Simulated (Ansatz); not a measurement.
# C₁₀H₁₀ClF₁₃Si: single points with varied inputs

Aim: run C₁₀H₁₀ClF₁₃Si under a spread of inputs, and see what each costs and gives.

Method: the settings change from run to run; program: Ansatz 0.2.0, Gaussian basis.

1 further run of the same task is left out (it didn't finish).

## (1) The geometry

An earlier r2SCAN-D4/def2-SVP relaxation fixed the geometry.

35 atoms, charge 0, spin multiplicity 1.

Atoms are counted from 1 here; the program's logs count them from 0.

Bond lengths: C1–Si2 1.869 Å, C1–H26 1.103 Å, C1–H27 1.102 Å, C1–H28 1.102 Å, Si2–C3 1.869 Å, Si2–Cl4 2.093 Å, Si2–C5 1.884 Å, C3–H29 1.102 Å, C3–H30 1.103 Å, C3–H31 1.102 Å, C5–C6 1.530 Å, C5–H32 1.104 Å, C5–H33 1.104 Å, C6–C7 1.516 Å, C6–H34 1.103 Å, C6–H35 1.101 Å, C7–F8 1.358 Å, C7–F9 1.359 Å and more. Angles: Si2–C1–H26 111.2°, Si2–C1–H27 111.1°, Si2–C1–H28 110.8°, H26–C1–H27 108.1°, H26–C1–H28 107.7°, H27–C1–H28 107.8°, C1–Si2–C3 111.8°, C1–Si2–Cl4 108.1°, C1–Si2–C5 111.2°, C3–Si2–Cl4 108.0°, C3–Si2–C5 111.4°, Cl4–Si2–C5 106.0°, Si2–C3–H29 110.8°, Si2–C3–H30 111.2°, Si2–C3–H31 111.1°, H29–C3–H30 107.7°, H29–C3–H31 107.8°, H30–C3–H31 108.1° and more.

Geometry (Å):

```
C    -3.9921    2.0739   -0.0378
Si   -3.9255    0.3957    0.7821
C    -4.8324   -0.9008   -0.2127
Cl   -4.8575    0.5487    2.6495
C    -2.1476   -0.1222    1.1287
C    -1.2962   -0.3010   -0.1294
C     0.1267   -0.6932    0.2147
F     0.1491   -1.8792    0.8758
F     0.6848    0.2405    1.0293
C     1.0265   -0.8229   -1.0360
F     0.3886   -1.6270   -1.9188
F     1.1559    0.4023   -1.5951
C     2.4470   -1.4327   -0.8891
F     2.9683   -1.4836   -2.1309
F     2.3216   -2.6906   -0.4288
C     3.4935   -0.7408    0.0316
F     4.6289   -1.4599   -0.1160
F     3.0825   -0.8448    1.3051
C     3.8361    0.7420   -0.2696
F     2.8610    1.5280    0.2143
F     3.9411    0.9281   -1.5979
C     5.1719    1.2033    0.3724
F     5.2217    0.8351    1.6527
F     5.2400    2.5317    0.3016
F     6.2108    0.6867   -0.2752
H    -3.5244    2.0482   -1.0364
H    -3.4684    2.8315    0.5666
H    -5.0347    2.4062   -0.1650
H    -5.8908   -0.6240   -0.3426
H    -4.3898   -1.0140   -1.2167
H    -4.7999   -1.8811    0.2889
H    -2.1639   -1.0630    1.7057
H    -1.6904    0.6360    1.7875
H    -1.2403    0.6282   -0.7209
H    -1.7018   -1.0853   -0.7876
```

## (2) B3LYP/6-31G*

This run has charge +1, multiplicity 2.

Input file in.yaml:

```yaml
crystal:
  periodic: [false, false, false]
  atoms:
    - {symbol: C, position_ang: [-3.992142, 2.073853, -0.037823]}
    - {symbol: Si, position_ang: [-3.925492, 0.395651, 0.782125]}
    - {symbol: C, position_ang: [-4.832434, -0.900804, -0.212736]}
    - {symbol: Cl, position_ang: [-4.857517, 0.548730, 2.649490]}
    - {symbol: C, position_ang: [-2.147637, -0.122210, 1.128728]}
    - {symbol: C, position_ang: [-1.296198, -0.300982, -0.129374]}
    - {symbol: C, position_ang: [0.126707, -0.693187, 0.214726]}
    - {symbol: F, position_ang: [0.149123, -1.879177, 0.875830]}
    - {symbol: F, position_ang: [0.684772, 0.240528, 1.029335]}
    - {symbol: C, position_ang: [1.026452, -0.822920, -1.035975]}
    - {symbol: F, position_ang: [0.388577, -1.627014, -1.918844]}
    - {symbol: F, position_ang: [1.155863, 0.402324, -1.595129]}
    - {symbol: C, position_ang: [2.447030, -1.432745, -0.889118]}
    - {symbol: F, position_ang: [2.968325, -1.483568, -2.130933]}
    - {symbol: F, position_ang: [2.321590, -2.690646, -0.428764]}
    - {symbol: C, position_ang: [3.493541, -0.740786, 0.031624]}
    - {symbol: F, position_ang: [4.628853, -1.459917, -0.116037]}
    - {symbol: F, position_ang: [3.082465, -0.844813, 1.305146]}
    - {symbol: C, position_ang: [3.836108, 0.741992, -0.269592]}
    - {symbol: F, position_ang: [2.860963, 1.528019, 0.214254]}
    - {symbol: F, position_ang: [3.941115, 0.928113, -1.597900]}
    - {symbol: C, position_ang: [5.171887, 1.203277, 0.372438]}
    - {symbol: F, position_ang: [5.221697, 0.835127, 1.652656]}
    - {symbol: F, position_ang: [5.240027, 2.531706, 0.301617]}
    - {symbol: F, position_ang: [6.210793, 0.686698, -0.275226]}
    - {symbol: H, position_ang: [-3.524367, 2.048249, -1.036405]}
    - {symbol: H, position_ang: [-3.468382, 2.831480, 0.566573]}
    - {symbol: H, position_ang: [-5.034696, 2.406194, -0.165008]}
    - {symbol: H, position_ang: [-5.890805, -0.623981, -0.342581]}
    - {symbol: H, position_ang: [-4.389842, -1.014026, -1.216679]}
    - {symbol: H, position_ang: [-4.799917, -1.881059, 0.288892]}
    - {symbol: H, position_ang: [-2.163901, -1.063037, 1.705710]}
    - {symbol: H, position_ang: [-1.690425, 0.636038, 1.787514]}
    - {symbol: H, position_ang: [-1.240328, 0.628158, -0.720926]}
    - {symbol: H, position_ang: [-1.701813, -1.085253, -0.787609]}
basis:
  gaussian: {orbitals: "6-31G*"}
total_charge: 1
magnetization: {spin_polarized: true, initial_magnetization: 1}
hamiltonian: {xc: {name: B3LYP}}
output: {forces: true}
```

Launch:

```
> ansatz run in.yaml --threads 2 --pin off --events-out ev --progress --plain --max-ram 32768MiB --backend cuda --devices 0, --max-vram 18GiB
```

Log, cut to the lines that bear on the results:

```text
Functional definition: B3LYP
  name "B3LYP"
  cite "Stephens, Devlin, Chabalowski & Frisch, J. Phys. Chem. 98, 11623 (1994) doi:10.1021/j100096a001"
  cite "Becke, Phys. Rev. A 38, 3098 (1988) doi:10.1103/PhysRevA.38.3098"
  cite "Lee, Yang & Parr, Phys. Rev. B 37, 785 (1988) doi:10.1103/PhysRevB.37.785"
  cite "Vosko, Wilk & Nusair, Can. J. Phys. 58, 1200 (1980) doi:10.1139/p80-159"
[...]
3726 factors; integrals over basis functions are off by at most 1.2e-3 eV
[...]
mean field -66243.40295169 eV, -2434.4001570833 hartree, gradient 5.3e-6 eV, S^2 0.752431; 9 other end points of the search recorded, 0 dependent functions left out
[...]
reference -66243.40328356 eV, -2434.4001692792 hartree; 109, 108 occupied and 294, 295 virtual orbitals, 3726 factors
Total energy: -66243.40328356 eV, -2434.4001692792 hartree
Atom 0 at    -3.992142     2.073853    -0.037823 Å, force     0.380775     0.631619     0.045112 eV/Å
Atom 1 at    -3.925492     0.395651     0.782125 Å, force    -1.908743     0.566907    -0.659637 eV/Å
Atom 2 at    -4.832434    -0.900804    -0.212736 Å, force    -0.003750    -0.732682    -0.032562 eV/Å
Atom 3 at    -4.857517     0.548730     2.649490 Å, force     0.275149    -0.072645    -0.064666 eV/Å
Atom 4 at    -2.147637    -0.122210     1.128728 Å, force     2.408943    -0.714951     0.788252 eV/Å
Atom 5 at    -1.296198    -0.300982    -0.129374 Å, force    -1.482116     0.449968    -0.892635 eV/Å
[...]
Atom 19 at     2.860963     1.528019     0.214254 Å, force    -0.352753     0.128413     0.118349 eV/Å
Atom 20 at     3.941115     0.928113    -1.597900 Å, force    -0.061176    -0.044358    -0.197703 eV/Å
Atom 21 at     5.171887     1.203277     0.372438 Å, force     0.394609     0.180269     0.143642 eV/Å
Atom 22 at     5.221697     0.835127     1.652656 Å, force    -0.084664    -0.120357     0.266055 eV/Å
Atom 23 at     5.240027     2.531706     0.301617 Å, force    -0.108529     0.194554    -0.053857 eV/Å
Atom 24 at     6.210793     0.686698    -0.275226 Å, force     0.071013    -0.169561    -0.165144 eV/Å
Atom 25 at    -3.524367     2.048249    -1.036405 Å, force    -0.048204    -0.099735     0.197850 eV/Å
Atom 26 at    -3.468382     2.831480     0.566573 Å, force    -0.123403    -0.061112    -0.176990 eV/Å
Atom 27 at    -5.034696     2.406194    -0.165008 Å, force     0.115665    -0.189785     0.110569 eV/Å
Atom 28 at    -5.890805    -0.623981    -0.342581 Å, force     0.194756     0.086885     0.126634 eV/Å
Atom 29 at    -4.389842    -1.014026    -1.216679 Å, force     0.005600     0.086472     0.208633 eV/Å
Atom 30 at    -4.799917    -1.881059     0.288892 Å, force    -0.066862     0.134798    -0.165649 eV/Å
Atom 31 at    -2.163901    -1.063037     1.705710 Å, force    -0.328850     0.170537    -0.146587 eV/Å
Atom 32 at    -1.690425     0.636038     1.787514 Å, force    -0.373557     0.042398    -0.153461 eV/Å
Atom 33 at    -1.240328     0.628158    -0.720926 Å, force     0.072107    -0.197621     0.154433 eV/Å
Atom 34 at    -1.701813    -1.085253    -0.787609 Å, force     0.163615     0.119479     0.156044 eV/Å
Dipole moment:    -3.128190     0.212212     0.089091 e Å
```

It took 35 s on 1 × H100 (card shared with other runs) with 2 threads of AMD EPYC 7R13, shared host; peak host memory 1.8 GiB.

Largest force 2.634 eV/Å, ⟨S²⟩ 0.752.

## (3) HF/def2-SVPD

Set apart from the defaults: density fitting with def2-universal-jkfit, the search for lower states set to off.

Changes to in.yaml since step 2:

```diff
@@ -39,6 +39,5 @@
 basis:
-  gaussian: {orbitals: "6-31G*"}
-total_charge: 1
-magnetization: {spin_polarized: true, initial_magnetization: 1}
-hamiltonian: {xc: {name: B3LYP}}
+  gaussian: {orbitals: def2-SVPD, fitting: {mean_field: def2-universal-jkfit}}
+hamiltonian: {xc: {name: HF}}
+scf: {lower_state_search: off}
 output: {forces: true}
```

The command is unchanged.

Log, cut to the lines that bear on the results:

```text
Functional definition: HF
  name "HF"
  cite "Fock, Z. Phys. 61, 126 (1930) doi:10.1007/BF01340294"
  parent pbe
[...]
2187 factors; integrals over basis functions are off by at most 2.4e-1 eV
[...]
mean field -65967.18881916 eV, -2424.2494749374 hartree, gradient 1.2e-6 eV, S^2 0.000000; 0 other end points of the search recorded, 0 dependent functions left out
[...]
reference -65967.18881916 eV, -2424.2494749374 hartree; 109, 109 occupied and 521, 521 virtual orbitals, 2187 factors
Total energy: -65967.18881916 eV, -2424.2494749374 hartree
Atom 0 at    -3.992142     2.073853    -0.037823 Å, force    -0.081800     0.484793    -0.170547 eV/Å
Atom 1 at    -3.925492     0.395651     0.782125 Å, force     0.099637    -0.024559    -0.145704 eV/Å
Atom 2 at    -4.832434    -0.900804    -0.212736 Å, force    -0.315697    -0.347647    -0.218530 eV/Å
[...]
Atom 27 at    -5.034696     2.406194    -0.165008 Å, force     0.341561    -0.098042     0.029823 eV/Å
Atom 28 at    -5.890805    -0.623981    -0.342581 Å, force     0.342606    -0.099064     0.029526 eV/Å
Atom 29 at    -4.389842    -1.014026    -1.216679 Å, force    -0.137502     0.042451     0.319328 eV/Å
Atom 30 at    -4.799917    -1.881059     0.288892 Å, force    -0.013182     0.301834    -0.174773 eV/Å
Atom 31 at    -2.163901    -1.063037     1.705710 Å, force    -0.013120     0.370000    -0.224517 eV/Å
Atom 32 at    -1.690425     0.636038     1.787514 Å, force    -0.200106    -0.294757    -0.260336 eV/Å
Atom 33 at    -1.240328     0.628158    -0.720926 Å, force    -0.048781    -0.387728     0.276231 eV/Å
Atom 34 at    -1.701813    -1.085253    -0.787609 Å, force     0.161361     0.340923     0.314252 eV/Å
Dipole moment:    -0.446206     0.145845    -0.413729 e Å
Checks for a lower state left out: stability, starts, cluster_reference, orbital_swaps, neighbouring_geometries, increment
```

Run time: 24 s. Hardware: 1 × H100 (card shared with other runs) with 2 threads of AMD EPYC 7R13, shared host.

Largest force 1.568 eV/Å, dipole 3.01 D.

## (4) PBE/def2-TZVP

Set apart from the defaults: charge -1, multiplicity 2, atoms shaken by 0.15 Å, density fitting with def2-universal-jkfit, a grid of angular degree 11.

Input file in.yaml:

```yaml
crystal:
  periodic: [false, false, false]
  atoms:
    - {symbol: C, position_ang: [-4.116892, 2.277953, -0.045891]}
    - {symbol: Si, position_ang: [-3.904918, 0.364108, 1.081528]}
    - {symbol: C, position_ang: [-4.765971, -0.940888, -0.339987]}
    - {symbol: Cl, position_ang: [-4.984528, 0.718431, 2.536960]}
    - {symbol: C, position_ang: [-2.174927, -0.325412, 1.238523]}
    - {symbol: C, position_ang: [-1.114719, -0.379515, -0.256217]}
    - {symbol: C, position_ang: [-0.073724, -0.837131, 0.113551]}
    - {symbol: F, position_ang: [0.181578, -2.028234, 1.034012]}
    - {symbol: F, position_ang: [1.066706, 0.195197, 1.061036]}
    - {symbol: C, position_ang: [0.899227, -0.594799, -1.017956]}
    - {symbol: F, position_ang: [0.285494, -1.831484, -2.004295]}
    - {symbol: F, position_ang: [1.278375, 0.198860, -1.678009]}
    - {symbol: C, position_ang: [2.546523, -1.666062, -0.951289]}
    - {symbol: F, position_ang: [3.071735, -1.607435, -2.133310]}
    - {symbol: F, position_ang: [2.419479, -2.907798, -0.576642]}
    - {symbol: C, position_ang: [3.631191, -0.595004, 0.076203]}
    - {symbol: F, position_ang: [4.794281, -1.572953, -0.039263]}
    - {symbol: F, position_ang: [3.299805, -0.639731, 1.239813]}
    - {symbol: C, position_ang: [3.903712, 0.812677, -0.659153]}
    - {symbol: F, position_ang: [3.042815, 1.591805, 0.247413]}
    - {symbol: F, position_ang: [4.331836, 1.042736, -1.318813]}
    - {symbol: C, position_ang: [5.414463, 1.144011, 0.441919]}
    - {symbol: F, position_ang: [5.227162, 0.695268, 1.783483]}
    - {symbol: F, position_ang: [4.977344, 2.757641, 0.089586]}
    - {symbol: F, position_ang: [6.172748, 0.733518, -0.269932]}
    - {symbol: H, position_ang: [-3.324116, 2.014233, -1.238966]}
    - {symbol: H, position_ang: [-3.027076, 2.596788, 0.660044]}
    - {symbol: H, position_ang: [-4.923849, 2.509103, -0.044716]}
    - {symbol: H, position_ang: [-5.791884, -0.432434, -0.307410]}
    - {symbol: H, position_ang: [-4.448517, -1.072197, -1.329152]}
    - {symbol: H, position_ang: [-4.747506, -2.092620, 0.416882]}
    - {symbol: H, position_ang: [-1.951010, -1.091190, 1.607832]}
    - {symbol: H, position_ang: [-1.411153, 0.700156, 1.652278]}
    - {symbol: H, position_ang: [-1.301140, 0.526115, -0.819711]}
    - {symbol: H, position_ang: [-1.765312, -0.989679, -0.644410]}
basis:
  gaussian: {orbitals: def2-TZVP, fitting: {mean_field: def2-universal-jkfit}, final_grid: {core_spheres: 5, valence_spheres: 4, degree: 11}}
total_charge: -1
magnetization: {spin_polarized: true, initial_magnetization: 1}
hamiltonian: {xc: {name: PBE}}
scf: {omitted_lower_state_checks: [starts]}
output: {forces: true}
```

The command is unchanged.

Log, cut to the lines that bear on the results:

```text
Functional definition: PBE
  name "PBE"
  cite "Perdew, Burke & Ernzerhof, Phys. Rev. Lett. 77, 3865 (1996) doi:10.1103/PhysRevLett.77.3865"
  parent pbe
[...]
2187 factors; integrals over basis functions are off by at most 1.6e0 eV
[...]
mean field -66175.02870265 eV, -2431.8874497769 hartree, gradient 3.3e-5 eV, S^2 0.752705; 0 other end points of the search recorded, 0 dependent functions left out
[...]
reference -66175.02877483 eV, -2431.8874524294 hartree; 110, 109 occupied and 737, 738 virtual orbitals, 2187 factors
Total energy: -66175.02877483 eV, -2431.8874524294 hartree
Atom 0 at    -4.116892     2.277953    -0.045891 Å, force    25.377642    -9.001966    -0.053092 eV/Å
Atom 1 at    -3.904918     0.364108     1.081528 Å, force     3.453828    -1.170217    -9.258720 eV/Å
Atom 2 at    -4.765971    -0.940888    -0.339987 Å, force    -1.797761    -0.787479     6.099052 eV/Å
[...]
Atom 26 at    -3.027076     2.596788     0.660044 Å, force    -3.780856     0.544088    -1.769065 eV/Å
Atom 27 at    -4.923849     2.509103    -0.044716 Å, force   -17.539669     6.004185     0.054751 eV/Å
Atom 28 at    -5.791884    -0.432434    -0.307410 Å, force     0.737899    -1.260165    -0.197166 eV/Å
Atom 29 at    -4.448517    -1.072197    -1.329152 Å, force     1.130037    -0.230782    -1.362287 eV/Å
Atom 30 at    -4.747506    -2.092620     0.416882 Å, force    -0.365677     3.147809    -2.597083 eV/Å
Atom 31 at    -1.951010    -1.091190     1.607832 Å, force     3.429546   -11.606936     6.026919 eV/Å
Atom 32 at    -1.411153     0.700156     1.652278 Å, force    -2.219518    -2.995925    -0.236368 eV/Å
Atom 33 at    -1.301140     0.526115    -0.819711 Å, force     0.772589     0.836007    -0.259874 eV/Å
Atom 34 at    -1.765312    -0.989679    -0.644410 Å, force    -3.670821    -4.053846    -3.023615 eV/Å
Dipole moment:     0.307178     0.348896    -0.677583 e Å
Checks for a lower state left out: starts
```

It took 26 s on 1 × H100 (card shared with other runs) with 2 threads of AMD EPYC 7R13, shared host.

Largest force 139.357 eV/Å, ⟨S²⟩ 0.753.

## (5) r2SCANh/def2-TZVP

Options: charge -1, multiplicity 2, density fitting with def2-universal-jkfit, a point charge of 0.50 e beside it, relativity set to scalar, the search for lower states set to light.

Input file in.yaml:

```yaml
crystal:
  periodic: [false, false, false]
  atoms:
    - {symbol: C, position_ang: [-3.992142, 2.073853, -0.037823]}
    - {symbol: Si, position_ang: [-3.925492, 0.395651, 0.782125]}
    - {symbol: C, position_ang: [-4.832434, -0.900804, -0.212736]}
    - {symbol: Cl, position_ang: [-4.857517, 0.548730, 2.649490]}
    - {symbol: C, position_ang: [-2.147637, -0.122210, 1.128728]}
    - {symbol: C, position_ang: [-1.296198, -0.300982, -0.129374]}
    - {symbol: C, position_ang: [0.126707, -0.693187, 0.214726]}
    - {symbol: F, position_ang: [0.149123, -1.879177, 0.875830]}
    - {symbol: F, position_ang: [0.684772, 0.240528, 1.029335]}
    - {symbol: C, position_ang: [1.026452, -0.822920, -1.035975]}
    - {symbol: F, position_ang: [0.388577, -1.627014, -1.918844]}
    - {symbol: F, position_ang: [1.155863, 0.402324, -1.595129]}
    - {symbol: C, position_ang: [2.447030, -1.432745, -0.889118]}
    - {symbol: F, position_ang: [2.968325, -1.483568, -2.130933]}
    - {symbol: F, position_ang: [2.321590, -2.690646, -0.428764]}
    - {symbol: C, position_ang: [3.493541, -0.740786, 0.031624]}
    - {symbol: F, position_ang: [4.628853, -1.459917, -0.116037]}
    - {symbol: F, position_ang: [3.082465, -0.844813, 1.305146]}
    - {symbol: C, position_ang: [3.836108, 0.741992, -0.269592]}
    - {symbol: F, position_ang: [2.860963, 1.528019, 0.214254]}
    - {symbol: F, position_ang: [3.941115, 0.928113, -1.597900]}
    - {symbol: C, position_ang: [5.171887, 1.203277, 0.372438]}
    - {symbol: F, position_ang: [5.221697, 0.835127, 1.652656]}
    - {symbol: F, position_ang: [5.240027, 2.531706, 0.301617]}
    - {symbol: F, position_ang: [6.210793, 0.686698, -0.275226]}
    - {symbol: H, position_ang: [-3.524367, 2.048249, -1.036405]}
    - {symbol: H, position_ang: [-3.468382, 2.831480, 0.566573]}
    - {symbol: H, position_ang: [-5.034696, 2.406194, -0.165008]}
    - {symbol: H, position_ang: [-5.890805, -0.623981, -0.342581]}
    - {symbol: H, position_ang: [-4.389842, -1.014026, -1.216679]}
    - {symbol: H, position_ang: [-4.799917, -1.881059, 0.288892]}
    - {symbol: H, position_ang: [-2.163901, -1.063037, 1.705710]}
    - {symbol: H, position_ang: [-1.690425, 0.636038, 1.787514]}
    - {symbol: H, position_ang: [-1.240328, 0.628158, -0.720926]}
    - {symbol: H, position_ang: [-1.701813, -1.085253, -0.787609]}
basis:
  gaussian: {orbitals: def2-TZVP, fitting: {mean_field: def2-universal-jkfit}, point_charges: [{charge: 0.50, position_ang: [9.287, -0.660, 0.628]}]}
total_charge: -1
magnetization: {spin_polarized: true, initial_magnetization: 1}
hamiltonian: {xc: {name: r2SCANh}, pseudopotentials: {relativity: scalar}}
scf: {lower_state_search: light}
output: {forces: true}
```

Launched as before.

Log, cut to the lines that bear on the results:

```text
Functional definition: r2SCANh
  name "r2SCANh"
  cite "Bursch, Neugebauer, Ehlert & Grimme, J. Chem. Phys. 156, 134105 (2022) doi:10.1063/5.0086040"
  cite "Furness, Kaplan, Ning, Perdew & Sun, J. Phys. Chem. Lett. 11, 8208 (2020) doi:10.1021/acs.jpclett.0c02405"
  cite "Furness, Kaplan, Ning, Perdew & Sun, J. Phys. Chem. Lett. 11, 9248 (2020) doi:10.1021/acs.jpclett.0c03077"
  parent r2scan
[...]
2187 factors; integrals over basis functions are off by at most 1.6e0 eV
[...]
mean field -66332.93923320 eV, -2437.6905547391 hartree, gradient 2.4e-6 eV, S^2 0.751385; 20 other end points of the search recorded, 0 dependent functions left out
[...]
reference -66332.93925348 eV, -2437.6905554841 hartree; 110, 109 occupied and 737, 738 virtual orbitals, 2187 factors
Total energy: -66332.93925348 eV, -2437.6905554841 hartree
Relativity: scalar
[...]
Atom 25 at    -3.524367     2.048249    -1.036405 Å, force    -0.046716    -0.062085     0.153990 eV/Å
Atom 26 at    -3.468382     2.831480     0.566573 Å, force    -0.086458    -0.207375    -0.148238 eV/Å
Atom 27 at    -5.034696     2.406194    -0.165008 Å, force     0.151366    -0.081986     0.010263 eV/Å
Atom 28 at    -5.890805    -0.623981    -0.342581 Å, force     0.216947    -0.021280     0.017632 eV/Å
Atom 29 at    -4.389842    -1.014026    -1.216679 Å, force    -0.027677     0.065003     0.164504 eV/Å
Atom 30 at    -4.799917    -1.881059     0.288892 Å, force     0.041464     0.228582    -0.114371 eV/Å
Atom 31 at    -2.163901    -1.063037     1.705710 Å, force    -0.024157     0.238597    -0.171322 eV/Å
Atom 32 at    -1.690425     0.636038     1.787514 Å, force    -0.163051    -0.212941    -0.207927 eV/Å
Atom 33 at    -1.240328     0.628158    -0.720926 Å, force    -0.103303    -0.104389     0.149432 eV/Å
Atom 34 at    -1.701813    -1.085253    -0.787609 Å, force     0.047211     0.194837     0.188810 eV/Å
Dipole moment:    -0.054612     0.119106    -0.125044 e Å
```

Run time: 2.2 min. Hardware: 1 × H100 (card shared with other runs) with 2 threads of AMD EPYC 7R13, shared host; peak host memory 2 GiB.

Largest force 2.728 eV/Å, ⟨S²⟩ 0.751.

## (6) The runs in one table

| level | charge | multiplicity | geometry | functions | energy (eV) | time |
| --- | --- | --- | --- | --- | --- | --- |
| B3LYP/6-31G* | 1 | 2 | relaxed | 403 | -66243.403 | 35 s |
| HF/def2-SVPD | 0 | 1 | relaxed | 630 | -65967.189 | 24 s |
| PBE/def2-TZVP | -1 | 2 | shaken | 847 | -66175.029 | 26 s |
| r2SCANh/def2-TZVP | -1 | 2 | relaxed, point charge | 847 | -66332.939 | 2.2 min |

## (7) What came out

```
quantity                       value
    runs                           4
quickest          HF/def2-SVPD, 24 s
 slowest  r2SCANh/def2-TZVP, 2.2 min
```

The runs differ in state or geometry as well as level, so their energies can't be set against each other. Run time spans a factor of 6, from HF/def2-SVPD to r2SCANh/def2-TZVP. The jobs differ in tasks and options as well as level. At the r2SCAN-D4/def2-SVP geometry and in the same state, runs without warnings or point charges leave forces up to 1.57 eV/Å (HF/def2-SVPD).
